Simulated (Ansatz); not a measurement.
# C₁₀H₁₁ClOZr: small, medium and large basis sets

An exercise on one series of results from a longer session: the logs are not shown, and one member is left open.

Program: Ansatz 0.2.0, Gaussian basis. Level of theory: one geometry, several basis sets. These are calculated values, not measurements.

Plan: PBE0-D4/def2-SVP; ωB97M-V/def2-SVP; PBE0-D4/def2-QZVPP; ωB97M-V/def2-QZVPP; the functionals' def2-TZVPP values are taken from earlier runs.

## The geometry

All runs share one geometry, relaxed beforehand with PBE0-D4 in a triple-zeta def2 set. Zr takes the def2 core potential; no spin-orbit term is included.

SMILES `[OH][Zr]12345678([Cl])([C@H]9[C@@H]1[C@@H]2[C@@H]3[C@H]94)[C@H]1[C@@H]5[C@@H]6[C@@H]7[C@H]18`, 24 atoms, charge 0, spin multiplicity 1.

Atoms are counted from 1 here; the program's logs count them from 0.

Bond lengths: O1–Zr2 1.975 Å, O1–H14 0.957 Å, Zr2–Cl3 2.437 Å, Zr2–C4 2.547 Å, Zr2–C5 2.546 Å, Zr2–C6 2.539 Å, Zr2–C7 2.525 Å, Zr2–C8 2.510 Å, Zr2–C9 2.517 Å, Zr2–C10 2.524 Å, Zr2–C11 2.546 Å, Zr2–C12 2.538 Å, Zr2–C13 2.527 Å, C4–C5 1.405 Å, C4–C8 1.410 Å, C4–H15 1.080 Å, C5–C6 1.415 Å, C5–H16 1.079 Å and more. Angles: Zr2–O1–H14 124.6°, O1–Zr2–Cl3 100.7°, O1–Zr2–C4 80.3°, O1–Zr2–C5 95.1°, O1–Zr2–C6 127.4°, O1–Zr2–C7 131.9°, O1–Zr2–C8 100.4°, O1–Zr2–C9 109.4°, O1–Zr2–C10 131.6°, O1–Zr2–C11 110.7°, O1–Zr2–C12 80.6°, O1–Zr2–C13 79.7°, Cl3–Zr2–C4 114.0°, Cl3–Zr2–C5 83.4°, Cl3–Zr2–C6 80.5°, Cl3–Zr2–C7 109.0°, Cl3–Zr2–C8 133.4°, Cl3–Zr2–C9 130.0° and more.

The first run:

Input file in.yaml:

```yaml
crystal:
  periodic: [false, false, false]
  atoms:
    - {symbol: O, position_ang: [-1.149794, -0.154793, -2.056944]}
    - {symbol: Zr, position_ang: [-0.370786, 0.359440, -0.316302]}
    - {symbol: Cl, position_ang: [-1.396292, 2.545832, 0.012221]}
    - {symbol: C, position_ang: [-1.832409, -1.590214, 0.424791]}
    - {symbol: C, position_ang: [-2.348395, -0.452043, 1.066171]}
    - {symbol: C, position_ang: [-1.377133, 0.006553, 1.987966]}
    - {symbol: C, position_ang: [-0.261721, -0.840119, 1.902538]}
    - {symbol: C, position_ang: [-0.531112, -1.821176, 0.915374]}
    - {symbol: C, position_ang: [2.051862, -0.318775, -0.251135]}
    - {symbol: C, position_ang: [1.987577, 0.959823, 0.352663]}
    - {symbol: C, position_ang: [1.637149, 1.890323, -0.645434]}
    - {symbol: C, position_ang: [1.467332, 1.192099, -1.856092]}
    - {symbol: C, position_ang: [1.730485, -0.172090, -1.614553]}
    - {symbol: H, position_ang: [-2.040145, -0.484439, -2.177799]}
    - {symbol: H, position_ang: [-2.324651, -2.171834, -0.340105]}
    - {symbol: H, position_ang: [-3.304444, 0.012799, 0.878609]}
    - {symbol: H, position_ang: [-1.469952, 0.879225, 2.615779]}
    - {symbol: H, position_ang: [0.646663, -0.755097, 2.479636]}
    - {symbol: H, position_ang: [0.125337, -2.624691, 0.616562]}
    - {symbol: H, position_ang: [2.314781, -1.241435, 0.243712]}
    - {symbol: H, position_ang: [2.178076, 1.186390, 1.391480]}
    - {symbol: H, position_ang: [1.475885, 2.946027, -0.496043]}
    - {symbol: H, position_ang: [1.141195, 1.615905, -2.793513]}
    - {symbol: H, position_ang: [1.650483, -0.967740, -2.339584]}
basis:
  gaussian: {orbitals: def2-SVP}
hamiltonian: {xc: pbe0, dispersion: d4}
output: {orbitals: {seedname: orbitals}}
```

Run with:

```sh
ansatz run in.yaml --threads 11 --pin off --events-out ev --progress --plain --max-ram 166912MiB --backend cpu
```

Among the steps run: PBE0-D4 in def2-SVP; ωB97M-V in def2-SVP; PBE0-D4 in def2-QZVPP; ωB97M-V in def2-QZVPP.

One of the session's tables, all rows but one given; the rest of the session is left out.

It belongs to the step «Functionals by basis». 

```
functional       basis  HOMO (eV)
   PBE0-D4    def2-SVP      -6.81
   PBE0-D4  def2-TZVPP      -6.79
   PBE0-D4  def2-QZVPP      -6.80
   ωB97M-V    def2-SVP      -8.83
   ωB97M-V  def2-TZVPP      -8.82
   ωB97M-V  def2-QZVPP          ?
```

**Question.** Estimate the row for ωB97M-V, def2-QZVPP.

**Answer.** HOMO (eV): -8.84. In the column «HOMO (eV)» it is the lowest.
